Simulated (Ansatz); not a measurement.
# Cl4Sn: molecular dynamics

The plan is to follow the molecule's vibrations and see whether its bonds hold. The start is relaxed first. Runs: 40 steps of 8 fs under a Langevin thermostat at 500 K; 150 steps of 2 fs under a Nosé-Hoover thermostat at 300 K. SMILES of the start: [Cl][Sn]([Cl])([Cl])[Cl].

All numbers below are computed with Ansatz 0.2.0 (RKS revPBE-D4/def2-SVP).

**1. The structure to begin with**

Bond lengths: Sn1–Cl2 2.410 Å, Sn1–Cl3 2.410 Å, Sn1–Cl4 2.408 Å, Sn1–Cl5 2.408 Å. Angles: Cl2–Sn1–Cl3 109.4°, Cl2–Sn1–Cl4 109.5°, Cl2–Sn1–Cl5 109.5°, Cl3–Sn1–Cl4 109.5°, Cl3–Sn1–Cl5 109.5°, Cl4–Sn1–Cl5 109.5°.

Structure file:

```xyz
5

Sn    0.0000    0.0000    0.0000
Cl    0.0000    0.0000    2.4100
Cl    2.2726    0.0000   -0.8025
Cl   -1.1351    1.9666   -0.8025
Cl   -1.1351   -1.9666   -0.8025
```

**2. Preparing the start**

Contents of input.yaml:

```yaml
crystal:
  periodic: [false, false, false]
  atoms:
    - { symbol: Sn, position_ang: [0.0, 0.0, 0.0] }
    - { symbol: Cl, position_ang: [0.0, 0.0, 2.41] }
    - { symbol: Cl, position_ang: [2.2726, 0.0, -0.8025] }
    - { symbol: Cl, position_ang: [-1.1351, 1.9666, -0.8025] }
    - { symbol: Cl, position_ang: [-1.1351, -1.9666, -0.8025] }
basis:
  gaussian: { orbitals: def2-SVP }
hamiltonian:
  xc: revpbe
  dispersion: d4
relax:
  f_tol: 0.02
  max_steps: 40
```

Started as:

```sh
$ ansatz run input.yaml --threads 2 --pin off --max-ram 3072MiB --backend cpu --events-out ev --progress --plain --runs-dir out
```

Log, shortened:

```text
Warning: RAYON_NUM_THREADS=2 ignored (pool sized by the plan → 2); use --threads N
[...]
Functional definition: revPBE
[...]
1071 factors; their error is unknown
[...]
mean field -55902.77171214 eV, -2054.3889681614 hartree, gradient 1.1e-5 eV, S^2 0.000000; 0 other end points of the search recorded, 0 dependent functions left out
[...]
reference -55902.77175659 eV, -2054.3889697949 hartree; 45, 45 occupied and 53, 53 virtual orbitals, 1071 factors
relax step   1: F+E_penalty+E_count = -55903.24426413 eV  Δ(F+E_penalty+E_count) = +0.000e0 eV  max|allowed force component| = 7.679e-1 eV/Å  Δτ_max = 0.0000 Å  (24 SCF iters, accepted)
[...]
relax step   2: F+E_penalty+E_count = -55903.32467622 eV  Δ(F+E_penalty+E_count) = -8.041e-2 eV  max|allowed force component| = 3.741e-1 eV/Å  Δτ_max = 0.0868 Å  (23 SCF iters, accepted)
[...]
relax step   3: F+E_penalty+E_count = -55903.34222093 eV  Δ(F+E_penalty+E_count) = -1.754e-2 eV  max|allowed force component| = 3.269e-3 eV/Å  Δτ_max = 0.0245 Å  (23 SCF iters, accepted)
1071 factors; their error is unknown
[...]
mean field -55902.84779700 eV, -2054.3917642286 hartree, gradient 3.2e-5 eV, S^2 0.000000; 1 other end points of the search recorded, 0 dependent functions left out
[...]
reference -55902.84784128 eV, -2054.3917658556 hartree; 45, 45 occupied and 53, 53 virtual orbitals, 1071 factors
Total energy: -55903.34226520 eV, -2054.4099355999 hartree
Atom 0 at     0.000517     0.000000     0.000529 Å, force    -0.000659     0.000000    -0.000418 eV/Å
Atom 1 at     0.000171     0.000000     2.348087 Å, force     0.000052    -0.000000     0.003269 eV/Å
Atom 2 at     2.213888    -0.000000    -0.781770 Å, force     0.003170     0.000000    -0.001055 eV/Å
Atom 3 at    -1.106088     1.916771    -0.782173 Å, force    -0.001281     0.002312    -0.000898 eV/Å
Atom 4 at    -1.106088    -1.916771    -0.782173 Å, force    -0.001281    -0.002312    -0.000898 eV/Å
Dipole moment:     0.000076     0.000000     0.000055 e Å
```

It took 6.4 s on 2 threads of Arm Neoverse V1, shared host; peak memory 0.14 GiB.

Relaxation path:

```tsv
step	energy from step 1 (eV)	largest force component (eV/Å)
1	0.0000	0.7679
2	-0.0804	0.3741
3	-0.0980	0.0033
```

Step 1 is the start.

After: Bond lengths: Sn1–Cl2 2.348 Å, Sn1–Cl3 2.348 Å, Sn1–Cl4 2.348 Å, Sn1–Cl5 2.348 Å. Angles: Cl2–Sn1–Cl3 109.5°, Cl2–Sn1–Cl4 109.5°, Cl2–Sn1–Cl5 109.5°, Cl3–Sn1–Cl4 109.5°, Cl3–Sn1–Cl5 109.5°, Cl4–Sn1–Cl5 109.5°.

**3. Run 1**

40 steps of 8 fs under a Langevin thermostat at 500 K, from the relaxed start.

Contents of input.yaml:

```yaml
crystal:
  periodic: [false, false, false]
  atoms:
    - { symbol: Sn, position_ang: [0.000517, 0.0, 0.000529] }
    - { symbol: Cl, position_ang: [0.000171, 0.0, 2.348087] }
    - { symbol: Cl, position_ang: [2.213888, 0.0, -0.78177] }
    - { symbol: Cl, position_ang: [-1.106088, 1.916771, -0.782173] }
    - { symbol: Cl, position_ang: [-1.106088, -1.916771, -0.782173] }
basis:
  gaussian: { orbitals: def2-SVP }
hamiltonian:
  xc: revpbe
  dispersion: d4
md:
  timestep: 8.0
  n_steps: 40
  ensemble: nvt_langevin
  temperature: 500.0
  initial_velocities: maxwell_boltzmann
  seed: 487539
  friction: 0.05
```

Started as:

```sh
$ ansatz run input.yaml --threads 2 --pin off --max-ram 3072MiB --backend cpu --events-out ev --progress --plain --runs-dir out
```

Log, shortened:

```text
Warning: RAYON_NUM_THREADS=2 ignored (pool sized by the plan → 2); use --threads N
[...]
[... 1 set-up line as earlier in the session ...]
[...]
1071 factors; their error is unknown
[...]
mean field -55902.84779702 eV, -2054.3917642294 hartree, gradient 3.8e-6 eV, S^2 0.000000; 0 other end points of the search recorded, 0 dependent functions left out
[...]
reference -55902.84784130 eV, -2054.3917658565 hartree; 45, 45 occupied and 53, 53 virtual orbitals, 1071 factors
md step     0: t =     0.00 fs  T =   400.0 K  F+E_penalty+E_count = -55903.34222093 eV  E_kin = 0.258520 eV  (24 SCF iters)
[...]
md step    10: t =    80.00 fs  T =   383.3 K  F+E_penalty+E_count = -55903.19624131 eV  E_kin = 0.247711 eV  (23 SCF iters, 3 dispersion substeps)
[...]
md step    20: t =   160.00 fs  T =   701.0 K  F+E_penalty+E_count = -55903.16081843 eV  E_kin = 0.453049 eV  (24 SCF iters, 3 dispersion substeps)
[...]
md step    30: t =   240.00 fs  T =   704.0 K  F+E_penalty+E_count = -55903.18055361 eV  E_kin = 0.455018 eV  (23 SCF iters, 3 dispersion substeps)
[...]
md step    39: t =   312.00 fs  T =   523.9 K  F+E_penalty+E_count = -55903.16930940 eV  E_kin = 0.338603 eV  (23 SCF iters, 3 dispersion substeps)
[...]
md step    40: t =   320.00 fs  T =   329.4 K  F+E_penalty+E_count = -55903.18086120 eV  E_kin = 0.212909 eV  (26 SCF iters, 3 dispersion substeps)
Total energy: -55903.18090501 eV, -2054.4040057223 hartree
Atom 0 at    -0.109048    -0.049697     0.052126 Å, force     1.388835     0.983588     1.308020 eV/Å
Atom 1 at    -0.113644    -0.251044     2.472609 Å, force     0.056001    -0.083303    -0.939546 eV/Å
Atom 2 at     2.044862     0.696558    -0.740659 Å, force    -0.595516    -0.379390     0.289140 eV/Å
Atom 3 at    -1.474551     1.760173    -0.372217 Å, force    -0.526709     0.418241    -0.191492 eV/Å
Atom 4 at    -0.738382    -1.946993    -1.035124 Å, force    -0.322611    -0.939137    -0.466121 eV/Å
Dipole moment:    -0.105222    -0.152383    -0.089966 e Å
```

It took 67 s on 2 threads of Arm Neoverse V1, shared host; peak memory 0.14 GiB.

**4. The trajectory**

One step in 3; energies are changes from step 0:

```tsv
time (fs)	T (K)	potential energy change (meV/atom)
0.0	400	0.0
24.0	564	12.9
48.0	260	19.9
72.0	697	20.4
96.0	534	23.6
120.0	338	54.8
144.0	515	53.1
168.0	453	34.1
192.0	546	11.5
216.0	388	38.8
240.0	704	32.3
264.0	376	38.9
288.0	247	28.5
312.0	524	34.6
320.0	329	32.3
```

time (fs), T (K) and a bar:
```
      0.0        400 ######
     16.0        456 #########
     24.0        564 ###############
     40.0        284 
     56.0        348 ####
     72.0        697 #######################
     80.0        383 #####
     96.0        534 ##############
    112.0        647 ####################
    128.0        472 ##########
    136.0        392 ######
    152.0        829 ##############################
    168.0        453 #########
    184.0        738 #########################
    192.0        546 ##############
    208.0        366 #####
    224.0        603 ##################
    240.0        704 #######################
    248.0        614 ##################
    264.0        376 #####
    280.0        484 ###########
    296.0        414 #######
    304.0        641 ####################
    320.0        329 ###
```

**5. Positions and forces**

Positions (Å) and forces (eV/Å):

```xyz
5
time_fs=40.0 T=284 dE=0.0753
Sn   -0.007    0.014   -0.035   -0.011    0.033    0.835
Cl    0.022   -0.135    2.354   -0.134    0.194   -0.481
Cl    2.266    0.129   -0.559    0.165   -0.053   -0.228
Cl   -1.056    1.928   -0.921   -0.003   -0.143    0.088
Cl   -1.089   -1.963   -0.669   -0.017   -0.031   -0.214
5
time_fs=80.0 T=383 dE=0.1460
Sn    0.056    0.057    0.001   -1.982   -0.624    1.050
Cl    0.048    0.015    2.393   -0.014    0.044   -0.519
Cl    2.183    0.330   -0.664    1.655    0.043   -0.600
Cl   -1.138    1.911   -0.803   -0.074    0.000    0.000
Cl   -1.080   -1.951   -0.664    0.415    0.537    0.069
5
time_fs=120.0 T=338 dE=0.2738
Sn   -0.007   -0.008    0.075    1.637    2.420    0.330
Cl    0.153    0.164    2.454   -0.129   -0.236   -0.530
Cl    2.285    0.490   -0.726   -1.182   -0.526    0.373
Cl   -1.190    1.919   -0.720    0.162   -0.470    0.226
Cl   -1.075   -1.810   -0.781   -0.488   -1.188   -0.400
5
time_fs=160.0 T=701 dE=0.1814
Sn    0.011    0.108    0.070    0.215   -0.060    0.589
Cl    0.184    0.059    2.503   -0.212   -0.102   -1.015
Cl    2.276    0.609   -0.547   -0.617   -0.276   -0.015
Cl   -1.392    1.860   -0.636    0.085    0.061    0.080
Cl   -1.101   -1.775   -0.930    0.529    0.376    0.362
5
time_fs=200.0 T=299 dE=0.0756
Sn   -0.024    0.124    0.067    0.335    0.372    0.503
Cl    0.030   -0.254    2.393    0.038    0.102   -0.089
Cl    2.171    0.558   -0.674   -0.173   -0.033   -0.003
Cl   -1.528    1.812   -0.502   -0.025    0.373    0.009
Cl   -1.030   -1.712   -0.874   -0.176   -0.814   -0.419
5
time_fs=240.0 T=704 dE=0.1617
Sn   -0.007    0.076    0.088   -0.920   -0.946   -1.449
Cl   -0.073   -0.270    2.335    0.117   -0.186    1.203
Cl    2.162    0.496   -0.660    0.113    0.070   -0.078
Cl   -1.609    1.722   -0.360    0.078    0.277   -0.098
Cl   -1.010   -1.884   -0.986    0.613    0.786    0.422
5
time_fs=280.0 T=484 dE=0.1298
Sn   -0.024   -0.019    0.079   -0.020    0.282    0.092
Cl   -0.168   -0.170    2.450    0.253   -0.166   -0.354
Cl    2.167    0.645   -0.704   -0.784   -0.345    0.275
Cl   -1.584    1.732   -0.270    0.219   -0.147   -0.193
Cl   -0.897   -1.991   -0.940    0.332    0.376    0.179
5
time_fs=320.0 T=329 dE=0.1614
Sn   -0.109   -0.050    0.052    1.389    0.984    1.308
Cl   -0.114   -0.251    2.473    0.056   -0.083   -0.940
Cl    2.045    0.697   -0.741   -0.596   -0.379    0.289
Cl   -1.475    1.760   -0.372   -0.527    0.418   -0.192
Cl   -0.738   -1.947   -1.035   -0.323   -0.939   -0.466
```

On run 1: Against a set 500 K the second half averages 501 K with a spread of 145 K. A step of 8 fs is long for atoms as light as 35 u, and this run prints no conserved energy by which to check it. The bonding pattern survives the run.

**6. Run 2**

150 steps of 2 fs under a Nosé-Hoover thermostat at 300 K, starting from the last frame of an earlier run, with new velocities.

Contents of input.yaml:

```yaml
crystal:
  periodic: [false, false, false]
  atoms:
    - { symbol: Sn, position_ang: [-0.109048, -0.049697, 0.052126] }
    - { symbol: Cl, position_ang: [-0.113644, -0.251044, 2.472609] }
    - { symbol: Cl, position_ang: [2.044862, 0.696558, -0.740659] }
    - { symbol: Cl, position_ang: [-1.474551, 1.760173, -0.372217] }
    - { symbol: Cl, position_ang: [-0.738382, -1.946993, -1.035124] }
basis:
  gaussian: { orbitals: def2-SVP }
hamiltonian:
  xc: revpbe
  dispersion: d4
md:
  timestep: 2.0
  n_steps: 150
  ensemble: nvt_nose_hoover
  temperature: 300.0
  initial_velocities: maxwell_boltzmann
  seed: 149729
```

Started as:

```sh
$ ansatz run input.yaml --threads 2 --pin off --max-ram 3072MiB --backend cpu --events-out ev --progress --plain --runs-dir out
```

Log, shortened:

```text
Warning: RAYON_NUM_THREADS=2 ignored (pool sized by the plan → 2); use --threads N
[...]
[... 1 set-up line as earlier in the session ...]
[...]
1071 factors; their error is unknown
[...]
mean field -55902.68683758 eV, -2054.3858490790 hartree, gradient 3.8e-5 eV, S^2 0.000000; 0 other end points of the search recorded, 0 dependent functions left out
[...]
reference -55902.68688113 eV, -2054.3858506795 hartree; 45, 45 occupied and 53, 53 virtual orbitals, 1071 factors
md step     0: t =     0.00 fs  T =   300.0 K  F+E_penalty+E_count = -55903.18081149 eV  E_kin = 0.116334 eV  conserved = -55903.06447749 eV  (25 SCF iters)
[...]
md step    19: t =    38.00 fs  T =   256.6 K  F+E_penalty+E_count = -55903.17502978 eV  E_kin = 0.099488 eV  conserved = -55903.06451329 eV  (24 SCF iters)
[...]
md step    38: t =    76.00 fs  T =   232.1 K  F+E_penalty+E_count = -55903.18610544 eV  E_kin = 0.090011 eV  conserved = -55903.06464334 eV  (24 SCF iters)
[...]
md step    57: t =   114.00 fs  T =   297.8 K  F+E_penalty+E_count = -55903.23240064 eV  E_kin = 0.115497 eV  conserved = -55903.06483815 eV  (24 SCF iters)
[...]
md step    74: t =   148.00 fs  T =   367.8 K  F+E_penalty+E_count = -55903.28126689 eV  E_kin = 0.142625 eV  conserved = -55903.06503341 eV  (24 SCF iters)
md step    75: t =   150.00 fs  T =   368.5 K  F+E_penalty+E_count = -55903.28381874 eV  E_kin = 0.142902 eV  conserved = -55903.06505231 eV  (24 SCF iters)
```

**7. The log goes on: dynamics from the last frame of an earlier run**

The log, continued, shortened:

```text
md step    76: t =   152.00 fs  T =   360.0 K  F+E_penalty+E_count = -55903.28281890 eV  E_kin = 0.139586 eV  conserved = -55903.06505125 eV  (24 SCF iters)
[...]
md step    94: t =   188.00 fs  T =   287.9 K  F+E_penalty+E_count = -55903.28553317 eV  E_kin = 0.111651 eV  conserved = -55903.06502477 eV  (24 SCF iters)
[...]
md step   112: t =   224.00 fs  T =   171.5 K  F+E_penalty+E_count = -55903.27247178 eV  E_kin = 0.066511 eV  conserved = -55903.06489051 eV  (25 SCF iters)
[...]
md step   130: t =   260.00 fs  T =    94.8 K  F+E_penalty+E_count = -55903.26982917 eV  E_kin = 0.036773 eV  conserved = -55903.06484575 eV  (24 SCF iters)
[...]
md step   148: t =   296.00 fs  T =    89.3 K  F+E_penalty+E_count = -55903.28122180 eV  E_kin = 0.034645 eV  conserved = -55903.06492324 eV  (25 SCF iters)
[...]
md step   149: t =   298.00 fs  T =    79.5 K  F+E_penalty+E_count = -55903.27766521 eV  E_kin = 0.030818 eV  conserved = -55903.06490924 eV  (25 SCF iters)
[...]
md step   150: t =   300.00 fs  T =    72.6 K  F+E_penalty+E_count = -55903.27524700 eV  E_kin = 0.028171 eV  conserved = -55903.06490066 eV  (25 SCF iters)
Total energy: -55903.27529081 eV, -2054.4074743363 hartree
Atom 0 at    -0.062403    -0.007902     0.089588 Å, force    -1.005554    -0.291779    -0.667662 eV/Å
Atom 1 at    -0.148574    -0.258206     2.393677 Å, force     0.099601    -0.149739     0.393698 eV/Å
Atom 2 at     1.998298     0.608830    -0.742616 Å, force     0.615450     0.111787    -0.118526 eV/Å
Atom 3 at    -1.548161     1.776043    -0.389340 Å, force     0.115023    -0.233539    -0.004897 eV/Å
Atom 4 at    -0.739476    -2.007929    -1.062562 Å, force     0.175479     0.563271     0.397388 eV/Å
Dipole moment:     0.093108    -0.022661     0.071533 e Å
```

Run time: 4.3 min. Hardware: 2 threads of Arm Neoverse V1, shared host; peak memory 0.16 GiB.

**8. The trajectory**

One step in 8; energies are changes from step 0:

```tsv
time (fs)	T (K)	potential energy change (meV/atom)	conserved energy change (meV/atom)
0.0	300	0.0	0.00
16.0	539	-18.9	-0.09
32.0	339	-4.8	-0.03
48.0	285	-1.7	-0.02
64.0	445	-16.0	-0.11
80.0	167	3.7	-0.01
96.0	301	-7.9	-0.08
112.0	326	-12.2	-0.08
128.0	166	-1.5	-0.03
144.0	341	-17.1	-0.09
160.0	255	-13.9	-0.08
176.0	169	-9.4	-0.05
192.0	291	-22.2	-0.11
208.0	146	-14.3	-0.07
224.0	172	-18.3	-0.08
240.0	222	-25.4	-0.12
256.0	99	-17.8	-0.07
272.0	162	-24.0	-0.11
288.0	146	-24.1	-0.11
300.0	73	-18.9	-0.08
```

time (fs), T (K) and a bar:
```
      0.0        300 ###############
     14.0        527 ##############################
     26.0        453 #########################
     40.0        244 ###########
     52.0        345 ##################
     66.0        427 #######################
     78.0        195 ########
     92.0        231 ##########
    104.0        380 ####################
    118.0        239 ###########
    130.0        173 #######
    144.0        341 ##################
    156.0        318 ################
    170.0        143 #####
    182.0        237 ###########
    196.0        269 #############
    208.0        146 #####
    222.0        156 #####
    234.0        232 ###########
    248.0        156 ######
    260.0         95 #
    274.0        173 #######
    286.0        159 ######
    300.0         73
```

Maxima of the velocity power spectrum (cm⁻¹, relative height; resolution about 220 cm⁻¹): 110 (79), 390 (100).

**9. Snapshots as a file**

Extended XYZ, with forces in eV/Å:

```xyz
5
time_fs=38.0 T=257 dE=0.0058
Sn   -0.023   -0.008    0.120   -1.857   -0.512   -1.247
Cl   -0.100   -0.311    2.400    0.086   -0.137    0.632
Cl    1.990    0.686   -0.710    0.951    0.156   -0.237
Cl   -1.573    1.701   -0.506    0.289   -0.280    0.224
Cl   -0.887   -1.957   -1.087    0.531    0.772    0.627
5
time_fs=76.0 T=232 dE=-0.0053
Sn   -0.062    0.007    0.094    1.116    0.900    0.631
Cl   -0.054   -0.406    2.444    0.051    0.155   -0.489
Cl    2.121    0.678   -0.705   -0.747   -0.288    0.348
Cl   -1.615    1.607   -0.572   -0.167    0.460    0.083
Cl   -0.890   -1.811   -0.984   -0.253   -1.226   -0.573
5
time_fs=112.0 T=326 dE=-0.0609
Sn   -0.047    0.065    0.087   -1.091   -0.992   -0.057
Cl    0.002   -0.447    2.399   -0.016    0.214   -0.237
Cl    2.083    0.605   -0.619    0.497    0.180   -0.183
Cl   -1.673    1.635   -0.588    0.208    0.097    0.194
Cl   -0.901   -1.919   -0.984    0.401    0.500    0.282
5
time_fs=150.0 T=369 dE=-0.1030
Sn   -0.102    0.052    0.066    0.337    0.094   -0.476
Cl    0.049   -0.426    2.330   -0.095    0.062    0.495
Cl    2.132    0.573   -0.573   -0.445    0.001   -0.007
Cl   -1.671    1.711   -0.541    0.212   -0.071    0.134
Cl   -0.815   -1.940   -0.938   -0.009   -0.086   -0.144
5
time_fs=188.0 T=288 dE=-0.1047
Sn   -0.128    0.039    0.026    0.450   -0.318    0.904
Cl    0.050   -0.376    2.378   -0.201    0.162   -0.498
Cl    2.083    0.561   -0.558   -0.005    0.092   -0.181
Cl   -1.611    1.772   -0.459   -0.129    0.118   -0.066
Cl   -0.739   -1.996   -0.948   -0.115   -0.054   -0.159
5
time_fs=224.0 T=172 dE=-0.0917
Sn   -0.115    0.012    0.055   -0.459   -0.194   -0.825
Cl   -0.007   -0.299    2.334   -0.075   -0.130    0.714
Cl    2.046    0.582   -0.604    0.227    0.082   -0.183
Cl   -1.583    1.831   -0.409    0.223   -0.424    0.019
Cl   -0.718   -2.061   -1.006    0.083    0.666    0.275
5
time_fs=262.0 T=100 dE=-0.0917
Sn   -0.121   -0.020    0.044    1.037    0.610    0.906
Cl   -0.084   -0.262    2.422   -0.006   -0.056   -0.527
Cl    2.058    0.616   -0.692   -0.402   -0.165    0.136
Cl   -1.520    1.782   -0.371   -0.349    0.243   -0.178
Cl   -0.696   -1.977   -1.008   -0.280   -0.632   -0.337
5
time_fs=300.0 T=73 dE=-0.0944
Sn   -0.062   -0.008    0.090   -1.006   -0.292   -0.668
Cl   -0.149   -0.258    2.394    0.100   -0.150    0.394
Cl    1.998    0.609   -0.743    0.616    0.112   -0.118
Cl   -1.548    1.776   -0.389    0.115   -0.234   -0.005
Cl   -0.740   -2.008   -1.063    0.175    0.563    0.397
```

On run 2: Against a set 300 K the second half averages 185 K with a spread of 67 K. The conserved energy strays from its start by at most 0.12 meV/atom, 0.6 % of the mean kinetic energy, so a step of 2 fs is short enough over this time. The bonding pattern survives the run.

**10. Results**

```
                                     quantity                                    value
                      relaxation of the start                  2 moves, 0.098 eV lower
                                run 1: length                         40 steps of 8 fs
      run 1: temperature, first and last step                            400 and 329 K
              run 1: temperature, second half            mean 501 K, from 247 to 738 K
         run 1: potential energy, second half  +30 meV/atom from this run's first step
                run 1: bonds formed or broken                                        0
                                run 2: length                        150 steps of 2 fs
      run 2: temperature, first and last step                             300 and 73 K
              run 2: temperature, second half             mean 185 K, from 73 to 369 K
         run 2: potential energy, second half  -19 meV/atom from this run's first step
run 2: largest change of the conserved energy                            0.12 meV/atom
                run 2: bonds formed or broken                                        0
```

In words: Mean temperatures of the second halves: 501 K, 185 K. No bond formed or broke in any run. 300 fs on 5 atoms is far too short and small for converged averages.
